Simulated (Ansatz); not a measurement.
# BaZn4As3: the cost of one run

Method: reference: DFT PBE, plane waves, PAW, scalar-relativistic, no spin polarisation, in Ansatz 0.2.0.

## Step 1: The structure to begin with

The structure is tetragonal, space group P4/mmm (No. 123). Conventional cell: a = 4.100 Å, b = 4.100 Å, c = 10.370 Å, α = 90.00°, β = 90.00°, γ = 90.00°. Ba (site symmetry 4/mmm) is surrounded by 8 As at 3.67 Å and 4 Ba at 4.10 Å and 8 Zn at 4.12 Å. Around Zn (site symmetry 2mm) lie 4 As at 2.45 to 2.60 Å. As (site symmetry 4mm) is surrounded by 4 Zn at 2.45 Å. As (site symmetry 4/mmm) has 8 Zn at 2.60 Å as nearest neighbours.

As a file:

```xyz
8
Lattice="4.0995 0.0000 0.0000 0.0000 4.0995 0.0000 0.0000 0.0000 10.3703" Properties=species:S:1:pos:R:3 pbc="T T T"
Ba    0.0000    0.0000    5.1851
Zn    0.0000    2.0498    1.6060
Zn    2.0498    0.0000    1.6060
Zn    0.0000    2.0498    8.7642
Zn    2.0498    0.0000    8.7642
As    2.0498    2.0498    2.9424
As    2.0498    2.0498    7.4279
As    0.0000    0.0000    0.0000
```

## Step 2: Baseline

Contents of input.yaml:

```yaml
crystal:
  lattice:
    - [4.099549, 0.0, 0.0]
    - [0.0, 4.099549, 0.0]
    - [0.0, 0.0, 10.370272]
  atoms:
    - { symbol: Ba, position: [0.0, 0.0, 0.5] }
    - { symbol: Zn, position: [0.0, 0.5, 0.15487] }
    - { symbol: Zn, position: [0.5, 0.0, 0.15487] }
    - { symbol: Zn, position: [0.0, 0.5, 0.84513] }
    - { symbol: Zn, position: [0.5, 0.0, 0.84513] }
    - { symbol: As, position: [0.5, 0.5, 0.28373] }
    - { symbol: As, position: [0.5, 0.5, 0.71627] }
    - { symbol: As, position: [0.0, 0.0, 0.0] }
  symmetry: { tolerance: 0.0003 }
kpoints:
  mp_grid: { grid: [5, 5, 2], shift: [0, 0, 0] }
magnetization:
  spin_polarized: false
scf:
  occupations: { method: fermi_dirac }
hamiltonian:
  pseudopotentials: { kind: paw }
  xc: pbe
basis:
  ecutwfc: 420
output:
  forces: true
  stress: true
  eigenvalues: true
```

Launch:

```
$ ansatz run input.yaml --threads 1 --pin off --max-ram 2560MiB --backend cpu --events-out ev --progress --plain --runs-dir out
```

Q: Estimate wall time and peak memory on 1 thread of Arm Neoverse V2, shared host.

About 8.1 s, with a peak of 0.48 GiB.
